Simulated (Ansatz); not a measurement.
# Sb: the cost of one run

Program: Ansatz 0.2.0, driven from Python. Level of theory: DFT PBEsol, plane waves, PAW. These are calculated values, not measurements.

## (1) The structure

It takes space group P2_1/m (No. 11, monoclinic). Conventional cell: a = 3.122 Å, b = 4.348 Å, c = 4.406 Å, α = 90.00°, β = 90.51°, γ = 90.00°. Sb (site symmetry m) has 6 Sb at 3.04 to 3.15 Å in its first shell of neighbours.

Input file sb.extxyz:

```xyz
2
Lattice="3.122402 0.0 0.0 0.0 4.347518 0.0 -0.038915 0.0 4.405852" Properties=species:S:1:pos:R:3 pbc="T T T"
Sb    3.05731094    3.26063850    3.34331030
Sb    0.02617606    1.08687950    1.06254170
```

## (2) The script

push.py

```python
'''Frozen displacement of one atom in Sb.'''

import ansatz as az
import numpy as np

crystal = az.Crystal.from_extxyz('sb.extxyz')

inverse = np.linalg.inv(np.array(crystal.lattice.vectors))
home = np.array(crystal.sites[0].position)
values = np.linspace(-0.02, 0.02, 5)
energies, pulls = [], []
for shift in values:
    moved = crystal.move(0, to=home + shift * inverse[2])
    calc = moved.calculation()
    calc = calc.functional('pbesol').basis(21 * az.Ha)
    calc = calc.kpoints(10, 7, 7)
    calc = calc.occupations('fermi_dirac', width=0.1).forces()
    data = calc.run().report
    energies.append(data['free_energy_ev'])
    pulls.append(data['forces_ev_ang'][0][2])

# the force is minus the slope of the free energy
print('shift (A)   dE (eV)   force along z (eV/A)')
for shift, e, f in zip(values, energies, pulls):
    print(f'{shift:8.3f} {e - energies[2]:10.5f} {f:12.4f}')
print(f'stiffness from energies {2 * np.polyfit(values, energies, 2)[0]:.3f}, from forces {-np.polyfit(values, pulls, 1)[0]:.3f} eV/A^2')
```

## (3) The input behind the calls

The engine receives this input (first run):

```yaml
crystal:
  lattice:
    - [3.122402, 0.0, 0.0]
    - [0.0, 4.347518, 0.0]
    - [-0.038915, 0.0, 4.405852]
  atoms:
    - { symbol: Sb, position: [0.9885544249981463, 0.75, 0.75429458365828] }
    - { symbol: Sb, position: [0.011388999513735456, 0.25, 0.241165999221036] }
basis:
  ecutwfc: 571.4391111657479
kpoints:
  mp_grid:
    grid: [10, 7, 7]
hamiltonian:
  xc: pbesol
scf:
  occupations:
    method: fermi_dirac
    width: 0.1
output:
  forces: true
```

## (4) The run

Command:

```bash
$ python push.py
```

Q: Estimate wall time and peak memory on 1 thread of Arm Neoverse V2, shared host.

About 53 s, with a peak of 0.54 GiB.
